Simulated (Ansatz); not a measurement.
# BClGaH3: the cost of one run

All numbers below are computed with Ansatz 0.2.0 (RKS BHLYP-D4/def2-SVP).

### Step 1. The starting structure

Bond lengths: B1–Ga2 2.095 Å, Ga2–Cl3 2.110 Å, B1–H4 1.169 Å, B1–H5 1.169 Å, Ga2–H6 1.605 Å. Angles: B1–Ga2–Cl3 113.9°, B1–Ga2–H6 135.5°, Cl3–Ga2–H6 110.6°, Ga2–B1–H4 120.7°, Ga2–B1–H5 120.5°, H4–B1–H5 118.1°.

As a file:

```xyz
6

B    -0.8770    0.3483   -0.7301
Ga    0.5919   -0.0392    0.7125
Cl    1.7670   -1.7423    0.2987
H    -1.9265   -0.1636   -0.6668
H    -0.6144    0.9473   -1.6997
H     1.0589    0.6494    2.0854
```

### Step 2. Relaxing end A

Contents of input.yaml:

```yaml
crystal:
  periodic: [false, false, false]
  atoms:
    - { symbol: B, position_ang: [-0.87695, 0.34835, -0.73014] }
    - { symbol: Ga, position_ang: [0.59195, -0.03922, 0.71249] }
    - { symbol: Cl, position_ang: [1.76703, -1.74226, 0.29871] }
    - { symbol: H, position_ang: [-1.92648, -0.16355, -0.66681] }
    - { symbol: H, position_ang: [-0.61442, 0.94727, -1.69967] }
    - { symbol: H, position_ang: [1.05887, 0.64942, 2.08542] }
basis:
  gaussian: { orbitals: def2-SVP }
hamiltonian:
  xc: { name: BHLYP }
  dispersion: d4
relax:
  f_tol: 0.02
  max_steps: 50
```

Started as:

```sh
$ ansatz run input.yaml --threads 1 --pin off --max-ram 2048MiB --backend cpu --events-out ev --progress --plain --runs-dir out
```

What time and memory should one allow on 1 thread of Arm Neoverse V1, shared host?

About 18 s, with a peak of 0.15 GiB.
